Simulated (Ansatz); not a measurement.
# C2H7BFGa: the cost of one run

Program: Ansatz 0.2.0, Gaussian basis. Level of theory: functionals in def2-TZVPP, the program's frozen cores in correlated methods. These are calculated values, not measurements.

Plan: PBE-D4, r2SCAN-D4, PBE0-D4, B3LYP-D4, ωB97X-V, ωB97M-V, B2PLYP; CCSD(T)/def2-TZVPP; MP2/def2-QZVPP; extrapolation to the limit.

## (1) Structure used throughout

An earlier PBE0-D4 in a triple-zeta def2 set relaxation fixed the geometry.

12 atoms, charge 0, spin multiplicity 1.

Atoms are counted from 1 here; the program's logs count them from 0.

Bond lengths: C1–B2 1.552 Å, C1–H6 1.093 Å, C1–H7 1.106 Å, C1–H8 1.091 Å, B2–Ga3 2.092 Å, B2–H9 1.202 Å, Ga3–C4 1.961 Å, Ga3–F5 1.783 Å, C4–H10 1.093 Å, C4–H11 1.091 Å, C4–H12 1.093 Å. Angles: B2–C1–H6 114.0°, B2–C1–H7 102.9°, B2–C1–H8 117.1°, H6–C1–H7 105.1°, H6–C1–H8 110.0°, H7–C1–H8 106.4°, C1–B2–Ga3 124.6°, C1–B2–H9 117.5°, Ga3–B2–H9 117.8°, B2–Ga3–C4 138.5°, B2–Ga3–F5 111.6°, C4–Ga3–F5 110.0°, Ga3–C4–H10 109.3°, Ga3–C4–H11 113.1°, Ga3–C4–H12 109.3°, H10–C4–H11 108.9°, H10–C4–H12 107.3°, H11–C4–H12 108.8°.

## (2) PBE-D4 (GGA)

in.yaml

```yaml
crystal:
  periodic: [false, false, false]
  atoms:
    - {symbol: C, position_ang: [-2.216929, 0.726156, -0.047432]}
    - {symbol: B, position_ang: [-1.032599, 0.186217, -0.892386]}
    - {symbol: Ga, position_ang: [0.961296, 0.155683, -0.260812]}
    - {symbol: C, position_ang: [2.176210, -1.041107, 0.707275]}
    - {symbol: F, position_ang: [1.824426, 1.639816, -0.741782]}
    - {symbol: H, position_ang: [-3.037187, 1.136238, -0.642285]}
    - {symbol: H, position_ang: [-2.627376, -0.190462, 0.415383]}
    - {symbol: H, position_ang: [-1.974993, 1.403801, 0.772025]}
    - {symbol: H, position_ang: [-1.289221, -0.297391, -1.962321]}
    - {symbol: H, position_ang: [3.051054, -1.247291, 0.085673]}
    - {symbol: H, position_ang: [1.711375, -1.986699, 0.988742]}
    - {symbol: H, position_ang: [2.530947, -0.540261, 1.611822]}
basis:
  gaussian: {orbitals: def2-TZVPP}
hamiltonian: {xc: pbe, dispersion: d4}
output: {forces: true, orbitals: {seedname: orbitals}}
```

Command:

```
$ ansatz run in.yaml --threads 4 --pin off --events-out ev --progress --plain --max-ram 10444MiB
```

What time and memory should one allow on 4 threads of Arm Neoverse V1, shared host?

About 3.2 s, with a peak of 0.35 GiB.
